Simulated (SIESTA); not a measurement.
**TaWC2 in SIESTA: the effect of basis**

Crystal: TaWC2.

```
CELL_PARAMETERS angstrom
1.57186 0.90751 5.10162
-1.57186 0.90751 5.10162
0.00000 -1.81502 5.10162
ATOMIC_POSITIONS crystal
W 0.00000 0.00000 0.00000
Ta 0.50000 0.50000 0.50000
C 0.25093 0.25093 0.25093
C 0.74907 0.74907 0.74907
```

The cell comes from a database or a generator and needn't be the stable form of this composition.

Alike in all runs:

| Property | Result |
| --- | --- |
| Program | SIESTA 5.4.2 |
| Task | band structure |
| Functional | PBEsol |
| Potentials or basis | PseudoDojo 0.4 standard (PBEsol files) |
| Grid cutoff | 800 Ry |
| Energy shift | 0.003 Ry |
| k mesh | 10 × 10 × 10 |
| Occupations | fermi-dirac, width 0.05 eV |
| Spin | no spin polarisation |

```tsv
basis	pressure (GPa)	largest force (eV/Å)
SZ	-6.4	0.12
SZP	?	?
DZ	-1.6	0.08
TZP	-6.2	0.03
TZDP	-6.8	0.03
```

Task: What does the run with basis SZP give?

Result: Pressure -4.3 GPa; largest force 0.06 eV/Å.

Caveats: short orbitals over semicore shells can move pressures by several GPa; the basis of atomic orbitals isn't converged, which shifts pressures, moduli and gaps; the basis has no polarisation orbitals (some runs).
